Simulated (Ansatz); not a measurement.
# Bi2Te5: the cost of one run

Program: Ansatz 0.2.0. Level of theory: DFT PBE, scalar-relativistic, plane waves, PAW, unless a step names another level. These are calculated values, not measurements.

13 further runs of the same task are left out: 3 that didn't finish, 10 set aside as unsound or not needed.

**1. Plan**

Pauling electronegativities: Bi 2.02, Te 2.10 (spread 0.08). The formula balances with common oxidation states: Bi +5, Te -2, a formal count that means little at so small a spread. Tabulated atomic sizes suggest about 32 Å³/atom. 23 candidates were drawn, by swapping species into database cells of other compounds, at random by space group and Wyckoff sites, or by hand, as the table says:

```tsv
name	made from	space group no.	Wyckoff sites	atoms (primitive cell)	V (Å³/atom)
c01	random	216	Bi 4a, 4c; Te 16e, 4b	7	38.1
c02	built by hand: V2O5	59	Bi 4e; Te 4e, 2a, 4e	14	32.0
c03	random	164	Bi 1b, 1a; Te 3f, 2d	7	37.1
c04	random	191	Bi 2d; Te 2c, 2e, 1a	7	36.6
c05	database cell of Mn2Au5	12	Bi 4i; Te 4i, 4i, 2a	7	31.3
c06	database cell of Ta2O5	47	Bi 1d, 1a; Te 2q, 1h, 1b, 1e	7	37.9
c07	database cell of Cu5Ge2	166	Bi 6c; Te 6c, 6c, 3a	7	32.3
c08	random	164	Bi 2d; Te 2d, 3e	7	39.6
c09	random	166	Bi 6c; Te 9d, 6c	7	38.4
c10	database cell of Ga2Te5	87	Bi 4d; Te 8h, 2a	7	36.6
c11	random	139	Bi 4d; Te 8h, 2b	7	36.3
c12	database cell of Li5Sn2	166	Bi 6c; Te 3b, 6c, 6c	7	37.5
c13	database cell of Ta2O5	5	Bi 4c; Te 4c, 4c, 2b	7	29.1
c14	random	216	Bi 4d, 4b; Te 4a, 16e	7	38.2
c15	random	187	Bi 2g; Te 2h, 1b, 1f, 1c	7	34.6
c16	built by hand: seven-layer ordered alpha-Po derivative	166	Bi 6c; Te 3a, 6c, 6c	7	32.0
c17	random	123	Bi 1b, 1a; Te 4k, 1d	7	37.5
c18	random	191	Bi 2e; Te 4h, 1b	7	35.1
c19	random	189	Bi 2d; Te 3f, 2e	7	40.5
c20	random	191	Bi 2e; Te 4h, 1a	7	35.0
c21	built by hand: Bi2Te32Te layered intergrowth	166	Bi 6c; Te 6c, 3a, 6c	7	32.0
c22	built by hand: Ga2Te5	87	Bi 4d; Te 8h, 2a	7	32.1
c23	random	166	Bi 6c; Te 9e, 6c	7	32.7
```

**2. Screening run of c03**

Contents of input.yaml:

```yaml
crystal:
  lattice:
    - [6.05100027, 0.0, 0.0]
    - [-3.02550014, 5.24031995, 0.0]
    - [0.0, 0.0, 8.19532299]
  atoms:
    - { symbol: Bi, position: [0.0, 0.0, 0.5] }
    - { symbol: Bi, position: [0.0, 0.0, 0.0] }
    - { symbol: Te, position: [0.5, 0.0, 0.5] }
    - { symbol: Te, position: [0.0, 0.5, 0.5] }
    - { symbol: Te, position: [0.5, 0.5, 0.5] }
    - { symbol: Te, position: [0.33333333, 0.66666667, 0.87790088] }
    - { symbol: Te, position: [0.66666667, 0.33333333, 0.12209912] }
basis:
  ecutwfc: 420
kpoints:
  mp_grid: { grid: [3, 3, 2] }
hamiltonian:
  xc: pbe
scf:
  occupations: { method: gaussian, width: 0.2 }
  lower_state_search: "off"
output:
  forces: true
  stress: true
  eigenvalues: true
relax:
  adjacent_minimum: "off"
  f_tol: 0.08
  max_steps: 16
  cell: { stress_tol: 0.8 }
```

On the command line:

```sh
$ ansatz run input.yaml --threads 1 --pin off --max-ram 2560MiB --backend cpu --events-out ev --progress --plain --runs-dir out
```

**Question.** How long does this run take on 1 thread of AMD EPYC 7R43 (Zen 3), shared host, and how much memory does it need?

About 56 s, with a peak of 0.59 GiB.
